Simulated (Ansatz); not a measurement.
Born–Oppenheimer molecular dynamics of a periodic cell of 16 atoms, Cr (start crystal Cr, start structure bcc, volume 1.05 times the crystal's). It starts from a structure without forces on its atoms.

All numbers below come from Ansatz 0.2.0, DFT PBEsol, scalar-relativistic, plane waves, PAW. Settings: cutoff 420 eV, k mesh 2x2x2, fermi-dirac smearing 0.24 eV, no spin polarisation.

| Quantity | Value |
| --- | --- |
| ensemble | NVT, Langevin thermostat |
| time step | 2.25 fs |
| steps asked | 110 |
| set temperature | 2800 K |
| friction | 0.02 /fs |
| seed | 649698 |

Frames 2.25 fs apart, positions in Å.

Velocities at 157.5 fs (Å/ps):

```
Cr 2.34 1.10 -1.49
Cr 4.71 4.31 8.46
Cr -4.42 -5.13 -11.15
Cr -20.78 -4.85 8.00
Cr 6.18 5.30 -10.28
Cr 5.99 5.88 -5.71
Cr -6.07 1.92 -11.05
Cr 0.02 7.40 4.17
Cr -2.71 9.87 1.60
Cr 1.70 0.10 1.10
Cr -0.09 -2.92 -9.83
Cr -3.54 3.01 1.72
Cr -11.15 0.97 -4.81
Cr 2.78 10.43 -9.04
Cr 8.62 10.08 6.22
Cr -15.70 -9.24 10.73
```

```xyz
16
Lattice="5.8544 0.0000 0.0000 0.0000 5.8544 0.0000 0.0000 0.0000 5.8544" Properties=species:S:1:pos:R:3 time_fs=157.5 energy_less_start_eV=6.493 T=3348
Cr -0.549 0.266 -0.218
Cr 2.955 0.008 -0.347
Cr 0.040 2.999 -0.204
Cr -0.314 -0.116 2.753
Cr 1.364 1.573 1.087
Cr 2.936 3.001 -0.190
Cr 2.791 0.184 2.691
Cr 4.234 1.697 1.286
Cr -0.180 2.246 2.840
Cr 1.273 4.626 1.374
Cr 1.563 1.679 4.249
Cr 2.406 3.177 2.978
Cr 4.564 4.346 1.605
Cr 3.964 1.462 4.356
Cr 1.133 4.161 4.442
Cr 4.152 4.388 4.422
16
Lattice="5.8544 0.0000 0.0000 0.0000 5.8544 0.0000 0.0000 0.0000 5.8544" Properties=species:S:1:pos:R:3 time_fs=159.8 energy_less_start_eV=6.414 T=3286
Cr -0.541 0.269 -0.221
Cr 2.964 0.015 -0.327
Cr 0.030 2.989 -0.227
Cr -0.356 -0.126 2.772
Cr 1.378 1.582 1.068
Cr 2.946 3.015 -0.205
Cr 2.777 0.190 2.667
Cr 4.231 1.713 1.294
Cr -0.183 2.270 2.842
Cr 1.274 4.623 1.374
Cr 1.563 1.667 4.225
Cr 2.401 3.182 2.978
Cr 4.539 4.349 1.593
Cr 3.969 1.486 4.333
Cr 1.157 4.188 4.455
Cr 4.115 4.370 4.445
16
Lattice="5.8544 0.0000 0.0000 0.0000 5.8544 0.0000 0.0000 0.0000 5.8544" Properties=species:S:1:pos:R:3 time_fs=162.0 energy_less_start_eV=6.308 T=3360
Cr -0.528 0.268 -0.222
Cr 2.972 0.019 -0.309
Cr 0.023 2.986 -0.245
Cr -0.392 -0.138 2.797
Cr 1.390 1.589 1.055
Cr 2.949 3.027 -0.222
Cr 2.762 0.199 2.642
Cr 4.223 1.726 1.300
Cr -0.183 2.297 2.842
Cr 1.271 4.617 1.370
Cr 1.561 1.647 4.206
Cr 2.394 3.185 2.971
Cr 4.510 4.351 1.576
Cr 3.974 1.508 4.307
Cr 1.180 4.219 4.467
Cr 4.078 4.353 4.465
16
Lattice="5.8544 0.0000 0.0000 0.0000 5.8544 0.0000 0.0000 0.0000 5.8544" Properties=species:S:1:pos:R:3 time_fs=164.2 energy_less_start_eV=6.217 T=3425
Cr -0.512 0.260 -0.219
Cr 2.976 0.022 -0.293
Cr 0.018 2.985 -0.265
Cr -0.425 -0.152 2.824
Cr 1.399 1.600 1.041
Cr 2.948 3.039 -0.239
Cr 2.748 0.203 2.617
Cr 4.212 1.735 1.306
Cr -0.183 2.325 2.847
Cr 1.269 4.613 1.362
Cr 1.553 1.623 4.198
Cr 2.387 3.185 2.959
Cr 4.478 4.350 1.555
Cr 3.981 1.528 4.280
Cr 1.192 4.254 4.478
Cr 4.041 4.335 4.486
16
Lattice="5.8544 0.0000 0.0000 0.0000 5.8544 0.0000 0.0000 0.0000 5.8544" Properties=species:S:1:pos:R:3 time_fs=166.5 energy_less_start_eV=6.137 T=3288
Cr -0.494 0.252 -0.210
Cr 2.978 0.025 -0.274
Cr 0.011 2.986 -0.290
Cr -0.456 -0.165 2.849
Cr 1.410 1.608 1.028
Cr 2.948 3.050 -0.253
Cr 2.737 0.206 2.592
Cr 4.202 1.738 1.315
Cr -0.179 2.353 2.854
Cr 1.266 4.610 1.353
Cr 1.537 1.603 4.196
Cr 2.382 3.185 2.942
Cr 4.443 4.348 1.530
Cr 3.983 1.545 4.256
Cr 1.201 4.295 4.485
Cr 4.009 4.322 4.505
16
Lattice="5.8544 0.0000 0.0000 0.0000 5.8544 0.0000 0.0000 0.0000 5.8544" Properties=species:S:1:pos:R:3 time_fs=168.8 energy_less_start_eV=6.041 T=3196
Cr -0.477 0.243 -0.201
Cr 2.977 0.027 -0.255
Cr 0.000 2.990 -0.313
Cr -0.486 -0.173 2.871
Cr 1.422 1.616 1.015
Cr 2.947 3.059 -0.263
Cr 2.725 0.210 2.566
Cr 4.198 1.738 1.322
Cr -0.173 2.377 2.861
Cr 1.263 4.605 1.344
Cr 1.511 1.586 4.194
Cr 2.379 3.186 2.927
Cr 4.404 4.350 1.503
Cr 3.984 1.559 4.231
Cr 1.212 4.339 4.488
Cr 3.991 4.310 4.522
16
Lattice="5.8544 0.0000 0.0000 0.0000 5.8544 0.0000 0.0000 0.0000 5.8544" Properties=species:S:1:pos:R:3 time_fs=171.0 energy_less_start_eV=5.897 T=3241
Cr -0.461 0.229 -0.196
Cr 2.975 0.035 -0.236
Cr -0.013 2.993 -0.333
Cr -0.511 -0.181 2.886
Cr 1.433 1.623 1.002
Cr 2.937 3.067 -0.273
Cr 2.709 0.215 2.541
Cr 4.200 1.734 1.328
Cr -0.167 2.402 2.868
Cr 1.261 4.598 1.339
Cr 1.482 1.570 4.194
Cr 2.374 3.188 2.910
Cr 4.367 4.354 1.474
Cr 3.988 1.575 4.205
Cr 1.222 4.388 4.486
Cr 3.984 4.295 4.537
16
Lattice="5.8544 0.0000 0.0000 0.0000 5.8544 0.0000 0.0000 0.0000 5.8544" Properties=species:S:1:pos:R:3 time_fs=173.2 energy_less_start_eV=5.716 T=2820
Cr -0.446 0.213 -0.190
Cr 2.967 0.047 -0.223
Cr -0.028 2.994 -0.353
Cr -0.531 -0.192 2.895
Cr 1.439 1.631 0.986
Cr 2.925 3.074 -0.280
Cr 2.694 0.223 2.521
Cr 4.204 1.723 1.331
Cr -0.168 2.429 2.869
Cr 1.257 4.588 1.339
Cr 1.455 1.551 4.197
Cr 2.369 3.193 2.890
Cr 4.331 4.350 1.445
Cr 3.991 1.588 4.181
Cr 1.228 4.435 4.478
Cr 3.982 4.285 4.544
16
Lattice="5.8544 0.0000 0.0000 0.0000 5.8544 0.0000 0.0000 0.0000 5.8544" Properties=species:S:1:pos:R:3 time_fs=175.5 energy_less_start_eV=5.506 T=2668
Cr -0.435 0.195 -0.188
Cr 2.950 0.061 -0.212
Cr -0.040 2.997 -0.370
Cr -0.549 -0.202 2.899
Cr 1.440 1.640 0.969
Cr 2.917 3.076 -0.282
Cr 2.678 0.231 2.509
Cr 4.208 1.709 1.333
Cr -0.174 2.457 2.867
Cr 1.256 4.580 1.344
Cr 1.427 1.530 4.198
Cr 2.366 3.199 2.872
Cr 4.291 4.341 1.418
Cr 3.992 1.591 4.162
Cr 1.233 4.479 4.468
Cr 3.981 4.281 4.544
16
Lattice="5.8544 0.0000 0.0000 0.0000 5.8544 0.0000 0.0000 0.0000 5.8544" Properties=species:S:1:pos:R:3 time_fs=177.8 energy_less_start_eV=5.266 T=3256
Cr -0.424 0.172 -0.187
Cr 2.932 0.072 -0.200
Cr -0.055 3.001 -0.383
Cr -0.569 -0.212 2.901
Cr 1.443 1.649 0.950
Cr 2.900 3.076 -0.276
Cr 2.661 0.236 2.505
Cr 4.213 1.692 1.336
Cr -0.184 2.485 2.866
Cr 1.257 4.580 1.354
Cr 1.397 1.506 4.194
Cr 2.368 3.206 2.857
Cr 4.252 4.336 1.397
Cr 3.989 1.593 4.144
Cr 1.240 4.528 4.458
Cr 3.980 4.280 4.543
16
Lattice="5.8544 0.0000 0.0000 0.0000 5.8544 0.0000 0.0000 0.0000 5.8544" Properties=species:S:1:pos:R:3 time_fs=180.0 energy_less_start_eV=5.019 T=3297
Cr -0.409 0.144 -0.186
Cr 2.917 0.081 -0.187
Cr -0.077 3.002 -0.393
Cr -0.590 -0.224 2.901
Cr 1.449 1.653 0.935
Cr 2.876 3.083 -0.264
Cr 2.643 0.240 2.506
Cr 4.221 1.672 1.340
Cr -0.199 2.515 2.866
Cr 1.260 4.584 1.364
Cr 1.367 1.482 4.186
Cr 2.377 3.212 2.841
Cr 4.213 4.330 1.383
Cr 3.983 1.595 4.124
Cr 1.251 4.577 4.444
Cr 3.980 4.279 4.538
16
Lattice="5.8544 0.0000 0.0000 0.0000 5.8544 0.0000 0.0000 0.0000 5.8544" Properties=species:S:1:pos:R:3 time_fs=182.2 energy_less_start_eV=4.785 T=3177
Cr -0.391 0.114 -0.188
Cr 2.904 0.085 -0.171
Cr -0.098 3.001 -0.400
Cr -0.608 -0.234 2.900
Cr 1.449 1.657 0.927
Cr 2.852 3.093 -0.250
Cr 2.623 0.248 2.509
Cr 4.230 1.650 1.349
Cr -0.212 2.545 2.867
Cr 1.268 4.588 1.370
Cr 1.342 1.454 4.177
Cr 2.384 3.215 2.824
Cr 4.173 4.324 1.373
Cr 3.973 1.595 4.108
Cr 1.263 4.620 4.427
Cr 3.985 4.279 4.523
```

Of the whole run (248 fs, mean temperature of the second half 2836 K): A run of 0.25 ps of so small a system gives no equilibrium averages. Spin polarisation was left off. Limits of this set-up: coarse k mesh, magnetic elements without spin.

Time of the run: 12 min on 2 threads of Arm Neoverse V2 (shared host), peak memory 0.82 GiB.
